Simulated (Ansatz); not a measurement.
# C2H4OSe: the cost of one run

All numbers below are computed with Ansatz 0.2.0 (RKS PBE/def2-SVP).

### Step 1. The system as given

Bond lengths: C1–C2 1.482 Å, C2–O3 1.221 Å, C2–Se4 1.861 Å, C1–H5 1.059 Å, C1–H6 1.173 Å, C1–H7 1.125 Å, Se4–H8 1.506 Å. Angles: C1–C2–O3 119.9°, C1–C2–Se4 120.8°, O3–C2–Se4 119.3°, C2–C1–H5 113.5°, C2–C1–H6 108.3°, C2–C1–H7 111.0°, H5–C1–H6 108.8°, H5–C1–H7 110.7°, H6–C1–H7 104.1°, C2–Se4–H8 92.8°.

Structure file:

```xyz
8

C     0.3931    0.8703   -0.0133
C    -0.1883   -0.3979   -0.5131
O     0.1834   -0.8587   -1.5806
Se   -1.4206   -1.3473    0.5076
H     1.4457    0.8379    0.0973
H     0.1192    1.7244   -0.7695
H    -0.0978    1.1881    0.9476
H    -0.3425   -2.0738    1.2681
```

### Step 2. Relaxing end A

input.yaml reads:

```yaml
crystal:
  periodic: [false, false, false]
  atoms:
    - { symbol: C, position_ang: [0.3931, 0.8703, -0.0133] }
    - { symbol: C, position_ang: [-0.1883, -0.3979, -0.5131] }
    - { symbol: O, position_ang: [0.1834, -0.8587, -1.5806] }
    - { symbol: Se, position_ang: [-1.4206, -1.3473, 0.5076] }
    - { symbol: H, position_ang: [1.4457, 0.8379, 0.0973] }
    - { symbol: H, position_ang: [0.1192, 1.7244, -0.7695] }
    - { symbol: H, position_ang: [-0.0978, 1.1881, 0.9476] }
    - { symbol: H, position_ang: [-0.3425, -2.0738, 1.2681] }
basis:
  gaussian: { orbitals: def2-SVP }
hamiltonian:
  xc: pbe
relax:
  f_tol: 0.015
  max_steps: 40
```

Started as:

```sh
$ ansatz run input.yaml --threads 2 --pin off --max-ram 3072MiB --backend cpu --events-out ev --progress --plain --runs-dir out
```

Q: Estimate wall time and peak memory on 2 threads of Intel Xeon Platinum 8488C (Sapphire Rapids), shared host.

About 26 s, with a peak of 0.15 GiB.
